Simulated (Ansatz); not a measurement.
# GeRh4N: what a guessed cell relaxes into

Aim: relax a trial structure of GeRh4N and see where it ends.

Program: Ansatz 0.2.0. Level of theory: DFT PBE, scalar-relativistic, plane waves, PAW. These are calculated values, not measurements.

### Step 1. Starting point

The structure is tetragonal, space group P4/mmm (No. 123). Conventional cell: a = 4.328 Å, b = 4.328 Å, c = 6.392 Å, α = 90.00°, β = 90.00°, γ = 90.00°. Ge (site symmetry 4/mmm) is surrounded by 6 Rh at 2.16 to 2.19 Å. Around Rh (site symmetry 4mm) lie 1 Rh at 2.02 Å and 1 Ge at 2.19 Å. Rh (site symmetry mmm) is surrounded by 2 Ge at 2.16 Å. N (site symmetry 4/mmm) has 8 Rh at 3.22 Å in its first shell of neighbours.

Coordinates:

```
Ge Rh N
1.0
     4.32816    0.00000    0.00000
     0.00000    4.32816    0.00000
     0.00000    0.00000    6.39242
Ge Rh N
1 4 1
Direct
  0.00000 0.00000 0.00000
  0.00000 0.00000 0.65804
  0.50000 0.00000 0.00000
  0.00000 0.50000 0.00000
  0.00000 0.00000 0.34196
  0.50000 0.50000 0.50000
```

The cell is invented: antiperovskite family, Dion-Jacobson layers, n = 1 (P4/mmm, No. 123). The dimensions are guesses.

### Step 2. A first look at the guess

input.yaml reads:

```yaml
crystal:
  lattice:
    - [4.32816072, 0.0, 0.0]
    - [0.0, 4.32816072, 0.0]
    - [0.0, 0.0, 6.39242179]
  atoms:
    - { symbol: Ge, position: [0.0, 0.0, 0.0] }
    - { symbol: Rh, position: [0.0, 0.0, 0.658042], spin: 1.0 }
    - { symbol: Rh, position: [0.5, 0.0, 0.0], spin: 1.0 }
    - { symbol: Rh, position: [0.0, 0.5, 0.0], spin: 1.0 }
    - { symbol: Rh, position: [0.0, 0.0, 0.341958], spin: 1.0 }
    - { symbol: "N", position: [0.5, 0.5, 0.5] }
basis:
  ecutwfc: 420
kpoints:
  mp_grid: { grid: [4, 4, 4] }
hamiltonian:
  xc: pbe
scf:
  occupations: { method: gaussian, width: 0.1 }
  lower_state_search: "off"
output:
  forces: true
  stress: true
  eigenvalues: true
  populations: true
magnetization:
  spin_polarized: true
```

On the command line:

```console
$ ansatz run input.yaml --threads 1 --pin off --max-ram 2560MiB --backend cpu --events-out ev --progress --plain --runs-dir out
```

The session goes on with these runs: rough relaxation on the coarse mesh; relaxation on the finer mesh.

Q: Predict the outcome of this session. Wanted: conventional cell; volume; energy over the elements; gap on the mesh; total moment.

As calculated:

| quantity | value |
| --- | --- |
| symmetry at the end (tolerance 0.05 Å) | space group P4/mmm (No. 123) |
| conventional cell | a = 4.523 Å, b = 4.523 Å, c = 6.966 Å, α = 90.00°, β = 90.00°, γ = 90.00° |
| volume | 23.76 Å³/atom |
| energy over the elements (uncorrected; H, N, O, F and Cl as molecules) | +2.18 eV/atom |
| gap on the mesh | none (metal) |
| total moment | 5.45 μB/cell |

What this shows: The space group P4/mmm (No. 123) is kept, and the volume per atom grows by 19.0 % from the first guess. With a positive formation energy it can't be a ground state. No finished test with a distortion of lower symmetry is shown, so the end may be a saddle point. Other magnetic orders were not searched.
